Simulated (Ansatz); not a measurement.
**As2H4: structure and electronic state**

What does As2H4 look like as a singlet, and where do its frontier electrons sit?

Computed with Ansatz 0.2.0, Gaussian basis. Level: RKS PBE0-D4/def2-TZVP.

The runs, in order: relaxation at PBE0-D4/def2-TZVP; a single point at PBE0-D4/def2-TZVP.

## (1) Starting geometry

6 atoms, charge 0, spin multiplicity 1.

Atoms are counted from 1 here; the program's logs count them from 0.

Bond lengths: As1–As2 2.386 Å, As1–H3 1.509 Å, As1–H4 1.509 Å, As2–H5 1.509 Å, As2–H6 1.509 Å. Angles: As2–As1–H3 92.4°, As2–As1–H4 92.4°, H3–As1–H4 88.7°, As1–As2–H5 92.4°, As1–As2–H6 92.4°, H5–As2–H6 88.7°.

Geometry (Å):

```xyz
6
charge 0, multiplicity 1
As   -0.0819   -0.7723   -0.9052
As    0.0822    0.7749    0.9033
H    -1.2496   -1.4875   -0.2707
H    -1.0644    0.1013   -1.6465
H     1.0593   -0.1018    1.6476
H     1.2545    1.4854    0.2716
```

The start is a GFN2-xTB geometry.

## (2) Relaxation at PBE0-D4/def2-TZVP

Input file in.yaml:

```yaml
crystal:
  periodic: [false, false, false]
  atoms:
    - {symbol: As, position_ang: [-0.081870, -0.772310, -0.905240]}
    - {symbol: As, position_ang: [0.082170, 0.774920, 0.903340]}
    - {symbol: H, position_ang: [-1.249620, -1.487460, -0.270700]}
    - {symbol: H, position_ang: [-1.064440, 0.101290, -1.646510]}
    - {symbol: H, position_ang: [1.059290, -0.101800, 1.647560]}
    - {symbol: H, position_ang: [1.254460, 1.485360, 0.271550]}
basis:
  gaussian: {orbitals: def2-TZVP}
hamiltonian: {xc: pbe0, dispersion: d4}
scf: {lower_state_search: "off"}
output: {orbitals: {seedname: orbitals}}
relax: {f_tol: 0.02, max_steps: 100}
```

Command:

```
> ansatz run in.yaml --threads 4 --pin off --events-out ev --progress --plain --max-ram 3916MiB
```

Further steps of the session: Single point, PBE0-D4/def2-TZVP.

Q: Predict the results of all the runs planned. Wanted: point group; commonest bond, hydrogen aside; HOMO, LUMO at PBE0-D4/def2-TZVP; dipole at PBE0-D4/def2-TZVP.

As calculated:

| quantity | value |
| --- | --- |
| point group | C2h |
| commonest bond, hydrogen aside | As–As, 1 of mean length 2.453 Å |
| HOMO, LUMO at PBE0-D4/def2-TZVP | -6.93, -0.57 eV |
| dipole at PBE0-D4/def2-TZVP | 0.00 D |

In words: The molecule keeps its bonding pattern by the stored test; the atoms moved 0.04 Å (rms). No usable vibrations, so a minimum isn't proven. The HOMO lies nearest to As1, As2 about 39 % each and the LUMO to As1, As2 about 35 % each; 4 H atoms about 7 % each.
